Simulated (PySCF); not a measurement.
# H6O3Sm (Sm(H2O)33+): the cost of one run

Program: PySCF 2.14.0. Level of theory: PBE0, Sm lcecp-1-SVP with ECP51, O def2-SVP, H def2-SVP; scalar-relativistic core potentials, no spin–orbit coupling. These are calculated values, not measurements.

1 further run of the same task is left out (for a known fault of the program).

### Step 1. The starting structure

10 atoms, charge 3, spin multiplicity 1.

Bond lengths: Sm1–O2 2.498 Å, Sm1–O5 2.497 Å, Sm1–O8 2.498 Å, O2–H3 0.970 Å, O2–H4 0.970 Å, O5–H6 0.970 Å, O5–H7 0.970 Å, O8–H9 0.970 Å, O8–H10 0.970 Å. Angles: O2–Sm1–O5 120.0°, O2–Sm1–O8 120.0°, O5–Sm1–O8 120.0°, Sm1–O2–H3 127.5°, Sm1–O2–H4 127.5°, H3–O2–H4 105.1°, Sm1–O5–H6 127.5°, Sm1–O5–H7 127.5°, H6–O5–H7 105.1°, Sm1–O8–H9 127.5°, Sm1–O8–H10 127.5°, H9–O8–H10 105.1°.

Coordinates:

```xyz
10

Sm    0.0000    0.0000    0.0000
O     2.4975    0.0000    0.0000
H     3.0875    0.0000    0.7700
H     3.0875    0.0000   -0.7700
O    -1.2487    2.1629    0.0000
H    -1.5437    2.6739    0.7700
H    -1.5437    2.6739   -0.7700
O    -1.2488   -2.1629    0.0000
H    -1.5438   -2.6739    0.7700
H    -1.5438   -2.6739   -0.7700
```

Formal oxidation states: Sm +3. Each metal's 5 4f electrons lie in its core potential, so multiplicities, spins and levels count the valence alone.

### Step 2. SCF at the start, singlet

run.py (the lines that set the calculation)

```python
mol = gto.M(atom='''
Sm     0.00000     0.00000     0.00000
O      2.49750     0.00000     0.00000
H      3.08750     0.00000     0.77000
H      3.08750     0.00000    -0.77000
O     -1.24870     2.16290     0.00000
H     -1.54370     2.67390     0.77000
H     -1.54370     2.67390    -0.77000
O     -1.24880    -2.16290     0.00000
H     -1.54380    -2.67390     0.77000
H     -1.54380    -2.67390    -0.77000''',
    basis={'Sm': 'lcecp-1-SVP', 'O': 'def2-SVP', 'H': 'def2-SVP'},
    ecp={'Sm': 'lcecp-1-SVP'},
    charge=3, spin=0)
mf = dft.RKS(mol, xc='PBE0')
mf.grids.atom_grid = (50, 194)  # f atoms: unpruned, at least (60, 302)
mf = mf.density_fit()  # fitting sets: Sm AutoAux, O def2-universal-JKFIT, H def2-universal-JKFIT
mf.conv_tol = 1e-08; mf.max_cycle = 55
mf.kernel(dm0)  # dm0: free metal ions and neutral atoms
```

On the command line:

```sh
OMP_NUM_THREADS=2 python run.py
```

Q: Estimate wall time and peak memory on 2 threads of Arm Neoverse V2, shared host.

About 2.7 s, with a peak of 0.68 GiB.
